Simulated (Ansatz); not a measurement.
# CH₄BFOSi: small, medium and large basis sets

The task here is to estimate one member of a computed series from the others.

Computed with Ansatz 0.2.0, Gaussian basis. Level: one geometry, several basis sets.

Plan: PBE0-D4/def2-SVP; ωB97M-V/def2-SVP; PBE0-D4/def2-QZVPP; ωB97M-V/def2-QZVPP; the functionals' def2-TZVPP values are taken from earlier runs.

## The relaxed structure

The geometry comes from an earlier relaxation with PBE0-D4 in a triple-zeta def2 set; it is a stationary point, not always the lowest conformer.

9 atoms, charge 0, spin multiplicity 1.

Atoms are counted from 1 here; the program's logs count them from 0.

Bond lengths: O1–C2 1.227 Å, C2–B3 1.521 Å, C2–H6 1.099 Å, B3–Si4 2.001 Å, B3–H7 1.195 Å, Si4–F5 1.610 Å, Si4–H8 1.489 Å, Si4–H9 1.486 Å. Angles: O1–C2–B3 90.0°, O1–C2–H6 122.9°, B3–C2–H6 147.1°, C2–B3–Si4 120.9°, C2–B3–H7 117.0°, Si4–B3–H7 122.0°, B3–Si4–F5 110.9°, B3–Si4–H8 109.8°, B3–Si4–H9 112.6°, F5–Si4–H8 107.4°, F5–Si4–H9 107.2°, H8–Si4–H9 108.8°.

Set-up of the first run:

The input, in.yaml:

```yaml
crystal:
  periodic: [false, false, false]
  atoms:
    - {symbol: O, position_ang: [-0.789457, 0.780354, 1.703762]}
    - {symbol: C, position_ang: [-0.128335, 1.442074, 0.910398]}
    - {symbol: B, position_ang: [0.628067, 0.188738, 0.495808]}
    - {symbol: Si, position_ang: [-0.077187, -1.007602, -0.944994]}
    - {symbol: F, position_ang: [-1.360768, -0.349177, -1.659654]}
    - {symbol: H, position_ang: [-0.262375, 2.524966, 0.778467]}
    - {symbol: H, position_ang: [1.608668, -0.084915, 1.121736]}
    - {symbol: H, position_ang: [0.963988, -1.202597, -1.991903]}
    - {symbol: H, position_ang: [-0.494200, -2.338142, -0.430919]}
basis:
  gaussian: {orbitals: def2-SVP}
hamiltonian: {xc: pbe0, dispersion: d4}
output: {orbitals: {seedname: orbitals}}
```

Command:

```bash
ansatz run in.yaml --threads 2 --pin off --events-out ev --progress --plain --max-ram 4352MiB
```

Among the steps run: PBE0-D4 in def2-SVP; ωB97M-V in def2-SVP; PBE0-D4 in def2-QZVPP; ωB97M-V in def2-QZVPP.

One of the session's tables, all rows but one given; the rest of the session is left out.

It belongs to the step «Density functionals: the series». 

```
functional       basis  HOMO (eV)  LUMO (eV)
   PBE0-D4    def2-SVP      -8.14      -1.80
   PBE0-D4  def2-TZVPP      -8.16      -1.91
   PBE0-D4  def2-QZVPP      -8.18      -1.95
   ωB97M-V    def2-SVP     -10.35       0.60
   ωB97M-V  def2-TZVPP          ?          ?
   ωB97M-V  def2-QZVPP     -10.43       0.30
```

**Question.** Estimate the row for ωB97M-V, def2-TZVPP.

As computed: HOMO (eV): -10.41; LUMO (eV): 0.37. In the column «HOMO (eV)» it lies between ωB97M-V, def2-QZVPP (-10.43) and ωB97M-V, def2-SVP (-10.35).
